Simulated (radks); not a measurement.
# Pr⁺ in [Kr] 4d10 4f3 5s2 5p5.5 6s1 5f0.5: an all-electron calculation

The task here is to estimate one member of a computed series from the others.

Program: radks (a radial shooting solver on a logarithmic mesh, Libxc functionals) version 1. Level of theory: scalar-relativistic Kohn-Sham, PBE, spin-unpolarised, spherical densities, finite nucleus. These are calculated values, not measurements, unless marked.

## The atom as given

| Item | Value |
| --- | --- |
| element | praseodymium (Z = 59) |
| charge | +1 |
| electrons | 58 |
| configuration | [Kr] 4d10 4f3 5s2 5p5.5 6s1 5f0.5 |
| nuclear rms radius | 4.8919 fm |

The first run:

Input:

```text
Z 59
configuration [Kr] 4d10 4f3 5s2 5p5.5 6s1 5f0.5
relativity scalar-relativistic
functional pbe,pbe
spin unpolarised
nucleus finite rms 4.8919 fm
c 137.035999084
```

Started as:

```console
> python run_ks.py task.json out
```

This one command runs every case of the session in turn.

One table of the session follows, with a row left open; its other results are not shown here.

It belongs to the step «Orbitals and density». Sizes of the orbitals, from the radial functions (bohr):

```
level      <r>  outermost maximum (interpolated)  90 % within  nodes
   1s  0.02410                            0.0154       0.0435      0
   2s   0.1031                            0.0873        0.159      1
   2p  0.09055                            0.0703        0.147      0
   3s   0.2723                             0.249        0.400      2
   3p        ?                                 ?            ?      ?
   3d   0.2475                             0.201        0.387      0
   4s   0.6226                             0.579        0.894      3
   4p   0.6596                             0.604        0.959      2
   4d   0.7275                             0.636         1.09      1
   5s    1.499                              1.35         2.15      4
   5p    1.739                              1.53         2.54      3
   4f    1.126                             0.692         1.98      0
   6s    3.846                              3.44         5.52      5
   5f    9.415                              8.77         13.8      1
```

Q: Estimate the row for 3p from the others.

**Answer.** <r>: 0.2704; outermost maximum (interpolated): 0.244; 90 % within: 0.405; nodes: 1. In the column «<r>» it lies between 3d (0.2475) and 3s (0.2723).
